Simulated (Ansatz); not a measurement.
# Zr8Se15O: the cost of one run

Computed with Ansatz 0.2.0 (DFT, PBE, plane-wave PAW, default files, scalar-relativistic, unless a step's input says otherwise).

## (1) The system as given

It takes space group P3m1 (No. 156, trigonal). The conventional cell has a = 7.622 Å, b = 7.622 Å, c = 12.800 Å, α = 90.00°, β = 90.00°, γ = 120.00°. Zr (site symmetry m) is surrounded by 6 Se at 2.70 Å. Zr (site symmetry m) is surrounded by 5 Se at 2.70 Å and 1 O at 2.70 Å. Zr (site symmetry 3m) has 6 Se at 2.70 Å as nearest neighbours. O (site symmetry 3m) has 3 Zr at 2.70 Å as nearest neighbours. Around Se (site symmetry 3m) lie 3 Zr at 2.70 Å. Around Se (site symmetry m) lie 3 Zr at 2.70 Å. Only part of the 12 independent sites is listed.

Coordinates:

```cif
data_structure
_symmetry_space_group_name_H-M 'P 1'
_symmetry_Int_Tables_number 1
_cell_length_a 7.6223
_cell_length_b 7.6223
_cell_length_c 12.7998
_cell_angle_alpha 90.000
_cell_angle_beta 90.000
_cell_angle_gamma 120.000
_cell_volume 644.03
loop_
_atom_site_label
_atom_site_type_symbol
_atom_site_fract_x
_atom_site_fract_y
_atom_site_fract_z
_atom_site_occupancy
Zr1 Zr 0.00000 0.00000 0.00000 1
Zr2 Zr 0.00000 0.00000 0.50000 1
Zr3 Zr 0.00000 0.50000 0.00000 1
Zr4 Zr 0.00000 0.50000 0.50000 1
Zr5 Zr 0.50000 0.00000 0.00000 1
Zr6 Zr 0.50000 0.00000 0.50000 1
Zr7 Zr 0.50000 0.50000 0.00000 1
Zr8 Zr 0.50000 0.50000 0.50000 1
O1 O 0.33333 0.16667 0.37794 1
Se1 Se 0.33333 0.16667 0.87794 1
Se2 Se 0.33333 0.66667 0.37794 1
Se3 Se 0.33333 0.66667 0.87794 1
Se4 Se 0.83333 0.16667 0.37794 1
Se5 Se 0.83333 0.16667 0.87794 1
Se6 Se 0.83333 0.66667 0.37794 1
Se7 Se 0.83333 0.66667 0.87794 1
Se8 Se 0.16667 0.33333 0.12206 1
Se9 Se 0.16667 0.33333 0.62206 1
Se10 Se 0.16667 0.83333 0.12206 1
Se11 Se 0.16667 0.83333 0.62206 1
Se12 Se 0.66667 0.33333 0.12206 1
Se13 Se 0.66667 0.33333 0.62206 1
Se14 Se 0.66667 0.83333 0.12206 1
Se15 Se 0.66667 0.83333 0.62206 1
```

Atom 9 of the input is the impurity.

## (2) Gradients at the starting positions

The input, input.yaml:

```yaml
crystal:
  lattice:
    - [7.6223050204, 0.0, 0.0]
    - [-3.8111525102, 6.601109783, 0.0]
    - [0.0, 0.0, 12.79981378]
  atoms:
    - { symbol: Zr, position: [0.0, 0.0, 0.0] }
    - { symbol: Zr, position: [0.0, 0.0, 0.5] }
    - { symbol: Zr, position: [0.0, 0.5, 0.0] }
    - { symbol: Zr, position: [0.0, 0.5, 0.5] }
    - { symbol: Zr, position: [0.5, 0.0, 0.0] }
    - { symbol: Zr, position: [0.5, 0.0, 0.5] }
    - { symbol: Zr, position: [0.5, 0.5, 0.0] }
    - { symbol: Zr, position: [0.5, 0.5, 0.5] }
    - { symbol: O, position: [0.3333333333, 0.1666666667, 0.377941205] }
    - { symbol: Se, position: [0.3333333333, 0.1666666667, 0.877941205] }
    - { symbol: Se, position: [0.3333333333, 0.6666666667, 0.377941205] }
    - { symbol: Se, position: [0.3333333333, 0.6666666667, 0.877941205] }
    - { symbol: Se, position: [0.8333333333, 0.1666666667, 0.377941205] }
    - { symbol: Se, position: [0.8333333333, 0.1666666667, 0.877941205] }
    - { symbol: Se, position: [0.8333333333, 0.6666666667, 0.377941205] }
    - { symbol: Se, position: [0.8333333333, 0.6666666667, 0.877941205] }
    - { symbol: Se, position: [0.1666666667, 0.3333333333, 0.122058795] }
    - { symbol: Se, position: [0.1666666667, 0.3333333333, 0.622058795] }
    - { symbol: Se, position: [0.1666666667, 0.8333333333, 0.122058795] }
    - { symbol: Se, position: [0.1666666667, 0.8333333333, 0.622058795] }
    - { symbol: Se, position: [0.6666666667, 0.3333333333, 0.122058795] }
    - { symbol: Se, position: [0.6666666667, 0.3333333333, 0.622058795] }
    - { symbol: Se, position: [0.6666666667, 0.8333333333, 0.122058795] }
    - { symbol: Se, position: [0.6666666667, 0.8333333333, 0.622058795] }
kpoints:
  mp_grid: { grid: [3, 3, 2] }
scf:
  occupations: { method: fermi_dirac, width: 0.01 }
hamiltonian:
  xc: pbe
  pseudopotentials: { kind: paw }
output:
  forces: true
  stress: true
  populations: true
  efg:
    quadrupole_moments_barn: { Zr: -0.176, O: -0.02558 }
    contact_densities: true
  write_density: true
  write_potential: true
  elf: true
  volumetric_format: npy
```

Started as:

```sh
> ansatz run input.yaml --threads 1 --pin off --max-ram 3072MiB --backend cpu --events-out ev --progress --plain --runs-dir out
```

**Question.** How long does this run take on 1 thread of Arm Neoverse V1, shared host, and how much memory does it need?

About 2.6 min, with a peak of 1.4 GiB.
